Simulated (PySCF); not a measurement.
**A gas-phase reaction: Cl2GeH2 + Br2 → BrCl2GeH + BrH**

Wanted: the reaction energy for `[Cl][GeH2][Cl]` + `BrBr` → `[Cl][GeH]([Cl])[Br]` + `Br`.

Programs: PySCF 2.14.0. All values are calculated, for the isolated system unless a continuum is named. Atoms count from 0, parts from 1.

### 1 Starting point

Each species was relaxed by itself at PBE0-D3(BJ)/def2-SVPD.

### 2 Reaction energy: wB97M-D3(BJ)/def2-TZVPD

Job settings and geometry (Å):

```
{"job": {"kind": "react", "xc": "wB97M-D3(BJ)", "basis": "def2-TZVPD"}, "charge": 0, "multiplicity": 1}
-1 Cl2GeH2 charge 0 multiplicity 1
Cl     1.004520     0.156770     1.785690
Ge     0.085730    -0.071420    -0.154780
Cl    -1.940960     0.660930    -0.016960
H      0.841140     0.819680    -1.138200
H      0.025320    -1.563850    -0.472510

-1 Br2 charge 0 multiplicity 1
Br     1.150530     0.003280     0.003730
Br    -1.150790    -0.014370    -0.001080

+1 BrCl2GeH charge 0 multiplicity 1
Cl    -1.348250    -1.472780    -0.686600
Ge     0.007680    -0.015290     0.116650
Cl     1.951320    -0.388600    -0.715210
Br    -0.680160     2.062360    -0.532370
H      0.059400    -0.137450     1.635840

+1 BrH charge 0 multiplicity 1
Br     0.715010     0.010670     0.002200
H     -0.708620    -0.007390    -0.002700
```

Level: wB97M-D3(BJ)/def2-TZVPD reaction energy of separated species, gas phase.

On the command line:

```bash
> OMP_NUM_THREADS=1 python cluster_run.py task.json out
```

One launch serves the whole session: the jobs run in the order shown.

Standard output:

```text
species 1 (Cl2GeH2)
coarse grid: 24992 points
cycle   1  E = -2998.7453130580  dE = -4.841e-01  |g| = 7.441e-01  |ddm| = 1.771e+00
cycle   2  E = -2998.7584749931  dE = -1.316e-02  |g| = 8.174e-01  |ddm| = 9.426e-01
cycle   3  E = -2998.8310227667  dE = -7.255e-02  |g| = 3.271e-02  |ddm| = 4.476e-01
cycle   4  E = -2998.8313678312  dE = -3.451e-04  |g| = 1.437e-02  |ddm| = 4.787e-02
cycle   5  E = -2998.8314266040  dE = -5.877e-05  |g| = 3.559e-03  |ddm| = 1.563e-02
cycle   6  E = -2998.8314333063  dE = -6.702e-06  |g| = 6.324e-04  |ddm| = 7.245e-03
final grid: 47280 points
cycle   7  E = -2998.8312752454  dE = -4.717e-07  |g| = 2.903e-04  |ddm| = 2.096e-03
cycle   8  E = -2998.8312753193  dE = -7.387e-08  |g| = 1.663e-04  |ddm| = 6.126e-04
cycle   9  E = -2998.8312753321  dE = -1.283e-08  |g| = 9.470e-05  |ddm| = 2.273e-04
cycle  10  E = -2998.8312753370  dE = -4.831e-09  |g| = 2.915e-05  |ddm| = 1.860e-04
cycle  11  E = -2998.8312753372  dE = -1.992e-10  |g| = 2.912e-06  |ddm| = 3.327e-05
converged SCF energy = -2998.8312753372

species 2 (Br2)
coarse grid: 14664 points
cycle   1  E = -5148.2886923581  dE = -2.032e+00  |g| = 4.158e-01  |ddm| = 1.565e+00
cycle   2  E = -5148.3001175207  dE = -1.143e-02  |g| = 2.962e-01  |ddm| = 3.425e-01
cycle   3  E = -5148.3083613462  dE = -8.244e-03  |g| = 9.005e-03  |ddm| = 1.528e-01
cycle   4  E = -5148.3084059006  dE = -4.455e-05  |g| = 2.023e-03  |ddm| = 1.256e-02
cycle   5  E = -5148.3084094731  dE = -3.573e-06  |g| = 6.167e-04  |ddm| = 4.103e-03
final grid: 26152 points
cycle   6  E = -5148.3084025607  dE = -1.104e-07  |g| = 3.660e-04  |ddm| = 8.870e-04
cycle   7  E = -5148.3084025843  dE = -2.364e-08  |g| = 2.411e-04  |ddm| = 4.759e-04
cycle   8  E = -5148.3084025985  dE = -1.418e-08  |g| = 2.159e-05  |ddm| = 1.721e-04
cycle   9  E = -5148.3084025987  dE = -2.383e-10  |g| = 1.096e-05  |ddm| = 2.977e-05
converged SCF energy = -5148.3084025987

species 3 (BrCl2GeH)
coarse grid: 29856 points
cycle   1  E = -5572.3246317584  dE = -1.289e+00  |g| = 8.421e-01  |ddm| = 2.006e+00
cycle   2  E = -5572.3277015475  dE = -3.070e-03  |g| = 9.470e-01  |ddm| = 1.097e+00
cycle   3  E = -5572.4406831021  dE = -1.130e-01  |g| = 5.121e-02  |ddm| = 5.447e-01
cycle   4  E = -5572.4410659326  dE = -3.828e-04  |g| = 1.582e-02  |ddm| = 4.881e-02
cycle   5  E = -5572.4411284263  dE = -6.249e-05  |g| = 4.316e-03  |ddm| = 1.873e-02
cycle   6  E = -5572.4411391327  dE = -1.071e-05  |g| = 1.099e-03  |ddm| = 9.203e-03
cycle   7  E = -5572.4411401252  dE = -9.925e-07  |g| = 3.172e-04  |ddm| = 2.749e-03
final grid: 54976 points
cycle   8  E = -5572.4409696607  dE = -1.323e-07  |g| = 2.340e-04  |ddm| = 2.010e-03
cycle   9  E = -5572.4409696763  dE = -1.554e-08  |g| = 1.596e-04  |ddm| = 4.410e-04
cycle  10  E = -5572.4409696821  dE = -5.850e-09  |g| = 3.588e-05  |ddm| = 1.395e-04
cycle  11  E = -5572.4409696831  dE = -9.859e-10  |g| = 2.398e-05  |ddm| = 8.560e-05
converged SCF energy = -5572.4409696831

species 4 (BrH)
coarse grid: 9808 points
cycle   1  E = -2574.7444816457  dE = -1.115e+00  |g| = 2.814e-01  |ddm| = 9.887e-01
cycle   2  E = -2574.7574487874  dE = -1.297e-02  |g| = 1.487e-01  |ddm| = 2.655e-01
cycle   3  E = -2574.7608846106  dE = -3.436e-03  |g| = 8.657e-03  |ddm| = 8.708e-02
cycle   4  E = -2574.7609219758  dE = -3.737e-05  |g| = 2.523e-03  |ddm| = 1.268e-02
cycle   5  E = -2574.7609264062  dE = -4.430e-06  |g| = 6.497e-04  |ddm| = 4.934e-03
final grid: 18448 points
cycle   6  E = -2574.7609110668  dE = -1.922e-07  |g| = 3.884e-04  |ddm| = 9.241e-04
cycle   7  E = -2574.7609110944  dE = -2.762e-08  |g| = 2.729e-04  |ddm| = 3.937e-04
cycle   8  E = -2574.7609111015  dE = -7.066e-09  |g| = 3.378e-05  |ddm| = 1.359e-04
cycle   9  E = -2574.7609111025  dE = -1.041e-09  |g| = 1.120e-05  |ddm| = 6.291e-05
cycle  10  E = -2574.7609111026  dE = -5.093e-11  |g| = 1.704e-06  |ddm| = 1.293e-05
converged SCF energy = -2574.7609111026

Reaction energy = -39.590 kcal/mol
```

Run time: 35 s. Hardware: 1 thread of Arm Neoverse V2, shared host; peak memory 0.74 GiB.

Species by species (with the dispersion term, which the log's SCF energies lack):

```csv
ν,species,energy (Eh),HOMO (eV)
-1,[Cl][GeH2][Cl],-2998.83601,-11.37
-1,BrBr,-5148.30959,-10.44
+1,[Cl][GeH]([Cl])[Br],-5572.44721,-11.27
+1,Br,-2574.76148,-11.15
```

### 3 Reaction energy: PBE0-D3(BJ)/def2-TZVPD

The job, as its differences from that of step 2:

```diff
@@ -1,2 +1,2 @@
-{"job": {"kind": "react", "xc": "wB97M-D3(BJ)", "basis": "def2-TZVPD"}, "charge": 0, "multiplicity": 1}
+{"job": {"kind": "react", "xc": "PBE0", "basis": "def2-TZVPD", "disp": "d3bj"}, "charge": 0, "multiplicity": 1}
 -1 Cl2GeH2 charge 0 multiplicity 1
```

With the program's defaults for keys left out, this is: PBE0-D3(BJ)/def2-TZVPD reaction energy of separated species, gas phase.

Standard output:

```text
species 1 (Cl2GeH2)
coarse grid: 24992 points
cycle   1  E = -2998.0787205361  dE = -4.481e-01  |g| = 7.583e-01  |ddm| = 1.773e+00
cycle   2  E = -2998.0139320227  dE =  6.479e-02  |g| = 1.026e+00  |ddm| = 1.088e+00
cycle   3  E = -2998.1502429326  dE = -1.363e-01  |g| = 5.261e-02  |ddm| = 6.437e-01
cycle   4  E = -2998.1506667766  dE = -4.238e-04  |g| = 2.335e-02  |ddm| = 4.777e-02
cycle   5  E = -2998.1508213716  dE = -1.546e-04  |g| = 2.568e-03  |ddm| = 2.039e-02
cycle   6  E = -2998.1508232469  dE = -1.875e-06  |g| = 5.709e-04  |ddm| = 2.539e-03
final grid: 47280 points
cycle   7  E = -2998.1507863165  dE = -4.811e-08  |g| = 4.738e-04  |ddm| = 1.526e-03
cycle   8  E = -2998.1507863308  dE = -1.430e-08  |g| = 4.021e-04  |ddm| = 6.596e-04
cycle   9  E = -2998.1507863658  dE = -3.505e-08  |g| = 1.808e-05  |ddm| = 3.075e-04
cycle  10  E = -2998.1507863659  dE = -7.276e-11  |g| = 4.570e-06  |ddm| = 1.432e-05
converged SCF energy = -2998.1507863659

species 2 (Br2)
coarse grid: 14664 points
cycle   1  E = -5147.6955176556  dE = -1.992e+00  |g| = 4.158e-01  |ddm| = 1.609e+00
cycle   2  E = -5147.7001487747  dE = -4.631e-03  |g| = 3.188e-01  |ddm| = 3.040e-01
cycle   3  E = -5147.7078031242  dE = -7.654e-03  |g| = 2.250e-02  |ddm| = 1.633e-01
cycle   4  E = -5147.7079142016  dE = -1.111e-04  |g| = 7.934e-03  |ddm| = 2.329e-02
cycle   5  E = -5147.7079304891  dE = -1.629e-05  |g| = 5.812e-04  |ddm| = 6.034e-03
cycle   6  E = -5147.7079305478  dE = -5.878e-08  |g| = 9.434e-05  |ddm| = 7.038e-04
final grid: 26152 points
cycle   7  E = -5147.7079424246  dE = -3.379e-09  |g| = 8.877e-05  |ddm| = 2.098e-04
cycle   8  E = -5147.7079424249  dE = -2.765e-10  |g| = 7.653e-05  |ddm| = 1.001e-04
cycle   9  E = -5147.7079424253  dE = -4.247e-10  |g| = 2.365e-06  |ddm| = 3.914e-05
converged SCF energy = -5147.7079424253

species 3 (BrCl2GeH)
coarse grid: 29856 points
cycle   1  E = -5571.3712540295  dE = -1.280e+00  |g| = 8.417e-01  |ddm| = 2.041e+00
cycle   2  E = -5571.2673037992  dE =  1.040e-01  |g| = 1.169e+00  |ddm| = 1.236e+00
cycle   3  E = -5571.4598005773  dE = -1.925e-01  |g| = 1.077e-01  |ddm| = 7.803e-01
cycle   4  E = -5571.4616583584  dE = -1.858e-03  |g| = 2.992e-02  |ddm| = 8.729e-02
cycle   5  E = -5571.4619003553  dE = -2.420e-04  |g| = 6.151e-03  |ddm| = 3.170e-02
cycle   6  E = -5571.4619116509  dE = -1.130e-05  |g| = 1.656e-03  |ddm| = 7.499e-03
cycle   7  E = -5571.4619124411  dE = -7.902e-07  |g| = 3.724e-04  |ddm| = 1.784e-03
final grid: 54976 points
cycle   8  E = -5571.4619023782  dE = -4.268e-08  |g| = 3.443e-04  |ddm| = 1.339e-03
cycle   9  E = -5571.4619023727  dE =  5.470e-09  |g| = 3.466e-04  |ddm| = 4.710e-04
cycle  10  E = -5571.4619023933  dE = -2.065e-08  |g| = 4.383e-05  |ddm| = 2.752e-04
cycle  11  E = -5571.4619023937  dE = -3.965e-10  |g| = 7.356e-06  |ddm| = 3.212e-05
converged SCF energy = -5571.4619023937

species 4 (BrH)
coarse grid: 9808 points
cycle   1  E = -2574.4494534710  dE = -1.081e+00  |g| = 2.724e-01  |ddm| = 1.042e+00
cycle   2  E = -2574.4540917412  dE = -4.638e-03  |g| = 1.699e-01  |ddm| = 2.601e-01
cycle   3  E = -2574.4588661884  dE = -4.774e-03  |g| = 3.007e-02  |ddm| = 1.194e-01
cycle   4  E = -2574.4590976793  dE = -2.315e-04  |g| = 4.156e-03  |ddm| = 2.212e-02
cycle   5  E = -2574.4591016818  dE = -4.002e-06  |g| = 1.311e-03  |ddm| = 4.270e-03
final grid: 18448 points
cycle   6  E = -2574.4591027889  dE = -7.034e-08  |g| = 1.375e-03  |ddm| = 2.024e-03
cycle   7  E = -2574.4591028032  dE = -1.433e-08  |g| = 1.399e-03  |ddm| = 1.791e-03
cycle   8  E = -2574.4591030241  dE = -2.209e-07  |g| = 5.149e-05  |ddm| = 8.398e-04
cycle   9  E = -2574.4591030248  dE = -6.762e-10  |g| = 1.026e-05  |ddm| = 4.413e-05
converged SCF energy = -2574.4591030248

Reaction energy = -39.842 kcal/mol
```

Run time: 20 s. Hardware: 1 thread of Arm Neoverse V2, shared host; peak memory 0.67 GiB.

Reaction energy at this level: -39.84 kcal/mol.

### 4 Comparing the runs

Energies in kcal/mol, with wall time:

```csv
run,reaction,time
wB97M-D3(BJ)/def2-TZVPD,-39.59,35 s
PBE0-D3(BJ)/def2-TZVPD,-39.84,20 s
```

### 5 What came out

```
                                                quantity                      value
               reaction energy (wB97M-D3(BJ)/def2-TZVPD)            -39.59 kcal/mol
                     ΔH, ΔG at 298 K (xTB thermal terms)      -39.9, -40.1 kcal/mol
range of the reaction energy over the runs of this table  -39.84 to -39.59 kcal/mol
```

What this shows: The reaction is exothermic by 39.9 kcal/mol in the gas phase; dispersion gives -0.56, and xTB itself gave -29.16 for the electronic energy (xTB energies and thermal terms come from the earlier relaxation of each species, not shown). No barrier was sought. xTB and this level differ widely in the electronic energy, so what comes from xTB (the thermal terms above all) is less safe here. The reaction energy runs from -39.84 (PBE0-D3(BJ)/def2-TZVPD) to -39.59 kcal/mol (wB97M-D3(BJ)/def2-TZVPD).
